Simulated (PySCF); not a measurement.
# Hf(OH)₃: structure of the doublet

The task is one start of a wider search on Hf(OH)₃: the doublet, from a trigonal planar start. It is relaxed, tested by its Hessian and followed downhill if it is a saddle.

The runs use PySCF 2.14.0; PBE0, basis Hf def2-TZVP with ECP60, O def2-TZVP, H def2-TZVP, scalar-relativistic core potentials, no spin–orbit coupling, density fitting.

## (1) Where the work starts

7 atoms, charge 0, spin multiplicity 2.

Bond lengths: Hf1–O2 2.150 Å, Hf1–O3 2.150 Å, Hf1–O4 2.150 Å, O2–H5 0.960 Å, O3–H6 0.960 Å, O4–H7 0.960 Å. Angles: O2–Hf1–O3 120.0°, O2–Hf1–O4 120.0°, O3–Hf1–O4 120.0°, Hf1–O2–H5 130.0°, Hf1–O3–H6 130.0°, Hf1–O4–H7 130.0°.

```xyz
7
charge 0 multiplicity 2
Hf    0.0000    0.0000    0.0000
O     2.1500    0.0000    0.0000
O    -1.0750    1.8620    0.0000
O    -1.0750   -1.8620    0.0000
H     2.7671   -0.7354    0.0000
H    -0.7467    2.7641    0.0000
H    -2.0204   -2.0287    0.0000
```

## (2) The SCF at the typed geometry

The steps below are one call of a driver around PySCF. For each, scf.py gives the equivalent set-up of the SCF; relaxations use the driver's own optimiser. After this first run the driver tries any further starts and a stability analysis.

File scf.py:

```python
from pyscf import gto, scf, dft
mol = gto.M(atom='''
Hf     0.000000     0.000000     0.000000
O      2.150000     0.000000     0.000000
O     -1.075000     1.862000     0.000000
O     -1.075000    -1.862000     0.000000
H      2.767100    -0.735400     0.000000
H     -0.746700     2.764100     0.000000
H     -2.020400    -2.028700     0.000000''',
    basis={'Hf': 'def2-TZVP', 'O': 'def2-TZVP', 'H': 'def2-TZVP'},
    ecp={'Hf': 'def2-TZVP'},
    charge=0, spin=1)
mf = dft.UKS(mol, xc='PBE0')
mf.grids.atom_grid = (50, 194)
aux = {'Hf': 'def2-universal-JKFIT', 'O': 'def2-universal-JKFIT', 'H': 'def2-universal-JKFIT'}
mf = mf.density_fit(auxbasis=aux)
mf.conv_tol = 1e-08
mf.diis_space = 10
mf.max_cycle = 60
mf.init_guess = 'minao'
mf.verbose = 4
mf.kernel()
```

On the command line:

```console
OMP_NUM_THREADS=4 python axn.py task.json out
```

After this run come: Trigonal planar start, doublet: relaxation; Vibrations and properties at this point; Following the imaginary mode; Vibrations and properties at this point; Downhill along the imaginary mode; Hessian and properties.

What does the calculation give? Wanted: minimum; geometry; wavenumbers; dipole moment; highest occupied, lowest empty level; polar-tensor charge of Hf1; zero-point energy; atomisation energy; ⟨S²⟩.

**Answer**, as computed:

```
                                          quantity                                                                                                   value
                                           minimum                                                                                            doublet, C3h
                                          geometry                             Hf–O 1.925 Å (×3), O–H 0.951 Å (×3); H–O–Hf 168.3° (×3), O–Hf–O 120.0° (×3)
                                wavenumbers (cm⁻¹)  69 (a''), 112 (a'), 148 (e'), 256 (e'), 337 (e''), 341 (a''), 674 (e'), 699 (a'), 4025 (e'), 4029 (a')
                                     dipole moment                                                                                                  0.00 D
highest occupied, lowest empty level (either spin)                                                                                         -4.54, -1.29 eV
                        polar-tensor charge of Hf1                                                                                                 +1.62 e
                                 zero-point energy                                                                                             96.5 kJ/mol
                               entropy at 298.15 K                                                                                         369.5 J/(mol K)
         atomisation energy (no zero-point energy)                                                                                             2910 kJ/mol
                                              ⟨S²⟩                                                                                                   0.753
```

**Reading.** The trigonal planar start keeps its C3h symmetry and ends in a minimum. In the infrared the band at 4025 cm⁻¹ (e') leads. Hf1 has a polar-tensor charge of +1.6 e (a dipole derivative, not a static charge), yet symmetry cancels the bond dipoles. Most of the spin sits on Hf1 (Mulliken spin 1.07, against 1 for the whole molecule). Only this shape and spin were tried, so other structures or states may lie lower. Open d and f shells are described by one determinant, and the ground state may have another occupation or spin. With an element this heavy the missing spin–orbit coupling can shift these numbers.
